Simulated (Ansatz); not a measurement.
# Cd: pressure up to the limit of the methods

An exercise on one series of results from a longer session: the logs are not shown, and one member is left open.

Method: DFT PBEsol, with the methods named in each step, in Ansatz 0.2.0.

## The starting structure

It takes space group Im-3m (No. 229, cubic). Conventional cell: a = 3.490 Å, b = 3.490 Å, c = 3.490 Å, α = 90.00°, β = 90.00°, γ = 90.00°. Cd (site symmetry m-3m) has 8 Cd at 3.02 Å in its first shell of neighbours.

Coordinates:

```cif
data_structure
_symmetry_space_group_name_H-M 'Im-3m'
_symmetry_Int_Tables_number 229
_cell_length_a 3.4898
_cell_length_b 3.4898
_cell_length_c 3.4898
_cell_angle_alpha 90.000
_cell_angle_beta 90.000
_cell_angle_gamma 90.000
_cell_volume 42.50
loop_
_atom_site_label
_atom_site_type_symbol
_atom_site_symmetry_multiplicity
_atom_site_Wyckoff_symbol
_atom_site_fract_x
_atom_site_fract_y
_atom_site_fract_z
_atom_site_occupancy
Cd1 Cd 2 a 0.00000 0.00000 0.00000 1
```

The file gives the conventional cell by its symmetry; the runs use the cell typed in the input.

Whether this phase is the stable one at these pressures isn't tested.

The first run:

The input, input.yaml:

```yaml
crystal:
  lattice:
    - [-1.7448830117, 1.7448830117, 1.7448830117]
    - [1.7448830117, -1.7448830117, 1.7448830117]
    - [1.7448830117, 1.7448830117, -1.7448830117]
  atoms:
    - { symbol: Cd, position: [0.0, 0.0, 0.0] }
kpoints:
  mp_grid: { grid: [15, 15, 15] }
scf:
  occupations: { method: fermi_dirac, width: 0.1 }
hamiltonian:
  xc: pbesol
  pseudopotentials: { kind: paw }
output:
  forces: true
  stress: true
relax:
  f_tol: 0.005
  max_steps: 40
  cell: {}
```

On the command line:

```
> ansatz run input.yaml --threads 1 --pin off --max-ram 2048MiB --backend cpu --events-out ev --progress --plain --runs-dir out
```

Among the steps run: Cell relaxed at zero pressure, PAW; Volume scaled by 1, PAW; Volume scaled by 0.92, PAW; Volume scaled by 0.84, PAW; Volume scaled by 0.76, PAW; Volume scaled by 0.68, PAW; Volume scaled by 0.68, PAW (level accurate); Volume scaled by 0.6, PAW; Volume scaled by 0.52, PAW; Volume scaled by 0.45, PAW; Volume scaled by 0.45, PAW (cutoff 600 eV).

One table of the session follows, with a row left open; its other results are not shown here.

```
              method  volume over the first  volume (Å³/atom)  pressure (GPa)
                 PAW                      1            21.366           -0.02
                 PAW                   0.92            19.657            5.59
                 PAW                   0.84            17.947           15.25
                 PAW                   0.76            16.238           31.84
                 PAW                   0.68            14.529           61.19
                 PAW                    0.6            12.819          114.90
                 PAW                   0.52                 ?               ?
                 PAW                   0.45             9.615          393.88
 PAW (cutoff 600 eV)                   0.45             9.615          393.77
PAW (level accurate)                   0.68            14.529           61.22
```

Estimate the missing values for PAW, 0.52.

As computed: volume (Å³/atom): 11.110; pressure (GPa): 218.54. In the column «volume (Å³/atom)» it lies between PAW (cutoff 600 eV), 0.45 (9.615) and PAW, 0.6 (12.819).

Limits of these values: At pressures up to 394 GPa the PAW spheres may overlap and frozen cores may not hold, so those PAW values are rough without an all-electron check.
